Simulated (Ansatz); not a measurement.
# C2H6GeOS: up Jacob's ladder to CCSD(T)

How much do the methods differ for C2H6GeOS? The plan is to run it at one geometry with functionals of several rungs and with coupled cluster. The yardstick is the atomisation energy at the CCSD(T) limit.

The runs use Ansatz 0.2.0, Gaussian basis; functionals in def2-TZVPP, the program's frozen cores in correlated methods.

Plan: PBE-D4, r2SCAN-D4, PBE0-D4, B3LYP-D4, ωB97X-V, ωB97M-V, B2PLYP; CCSD(T)/def2-TZVPP; MP2/def2-QZVPP; extrapolation to the limit.

## Step 1: The geometry

An earlier PBE0-D4 in a triple-zeta def2 set relaxation fixed the geometry.

SMILES `[CH3][GeH2][O]C=S`, 11 atoms, charge 0, spin multiplicity 1.

Atoms are counted from 1 here; the program's logs count them from 0.

Bond lengths: C1–Ge2 1.932 Å, C1–H6 1.090 Å, C1–H7 1.090 Å, C1–H8 1.091 Å, Ge2–O3 1.826 Å, Ge2–H9 1.534 Å, Ge2–H10 1.539 Å, O3–C4 1.315 Å, C4–S5 1.615 Å, C4–H11 1.098 Å. Angles: Ge2–C1–H6 110.0°, Ge2–C1–H7 109.6°, Ge2–C1–H8 110.2°, H6–C1–H7 109.1°, H6–C1–H8 109.0°, H7–C1–H8 108.9°, C1–Ge2–O3 104.7°, C1–Ge2–H9 113.9°, C1–Ge2–H10 114.6°, O3–Ge2–H9 105.0°, O3–Ge2–H10 105.7°, H9–Ge2–H10 111.8°, Ge2–O3–C4 123.2°, O3–C4–S5 124.6°, O3–C4–H11 114.6°, S5–C4–H11 120.8°.

## Step 2: PBE-D4 (GGA)

in.yaml reads:

```yaml
crystal:
  periodic: [false, false, false]
  atoms:
    - {symbol: C, position_ang: [-0.976548, 0.305491, -1.606103]}
    - {symbol: Ge, position_ang: [0.128731, -0.722403, -0.400138]}
    - {symbol: O, position_ang: [0.901990, 0.519049, 0.693858]}
    - {symbol: C, position_ang: [0.913605, 0.416873, 2.004604]}
    - {symbol: S, position_ang: [1.599262, 1.486245, 3.002121]}
    - {symbol: H, position_ang: [-1.759590, 0.819342, -1.048546]}
    - {symbol: H, position_ang: [-0.363778, 1.044567, -2.122618]}
    - {symbol: H, position_ang: [-1.438195, -0.350350, -2.346036]}
    - {symbol: H, position_ang: [1.303109, -1.433215, -1.085401]}
    - {symbol: H, position_ang: [-0.648177, -1.669926, 0.530419]}
    - {symbol: H, position_ang: [0.404989, -0.472573, 2.398538]}
basis:
  gaussian: {orbitals: def2-TZVPP}
hamiltonian: {xc: pbe, dispersion: d4}
output: {forces: true, orbitals: {seedname: orbitals}}
```

Started as:

```bash
> ansatz run in.yaml --threads 4 --pin off --events-out ev --progress --plain --max-ram 10444MiB
```

Further steps of the session: r2SCAN-D4 (meta-GGA); PBE0-D4 (hybrid); B3LYP-D4 (hybrid); ωB97X-V (range-separated); ωB97M-V (range-separated); B2PLYP (double hybrid); CCSD(T) in def2-TZVPP; MP2 in def2-QZVPP.

**Question.** What will the summary of the whole plan be? Wanted: atomisation energy, CCSD(T)/CBS; farthest; mean size of error, hybrid; mean size of error, range-separated; gap, smallest and largest; T1 diagnostic; triples share of the correlation energy.

The runs gave:

| quantity | value |
| --- | --- |
| atomisation energy, CCSD(T)/CBS | 3906.5 kJ/mol |
| functionals within 39.1 kJ/mol (1.0 %) | r2SCAN-D4, PBE0-D4, B3LYP-D4, ωB97X-V, ωB97M-V |
| farthest | PBE-D4 (+81.1 kJ/mol) |
| mean size of error, hybrid | 11.7 kJ/mol |
| mean size of error, range-separated | 6.0 kJ/mol |
| gap, smallest and largest | 2.96 eV (PBE-D4), 9.67 eV (ωB97X-V) |
| T1 diagnostic | 0.0152 |
| triples share of the correlation energy | 4.2 % |

In words: PBE-D4 misses by +81.1 kJ/mol. Double hybrids carry the basis error of their MP2 part in triple zeta, and no dispersion term here, so their miss is partly the set-up's. The reference freezes the cores and leaves out relativity and excitations past (T), and its outer-core shells are covered unevenly, so misses under about 39.1 kJ/mol can't be ranked. Hartree-Fock recovers 70 % of the binding; the rest is correlation. Orbital gaps span 3.0 to 9.7 eV; exact exchange widens them. Correlated methods include outer-core shells of Ge, which these sets cover unevenly.
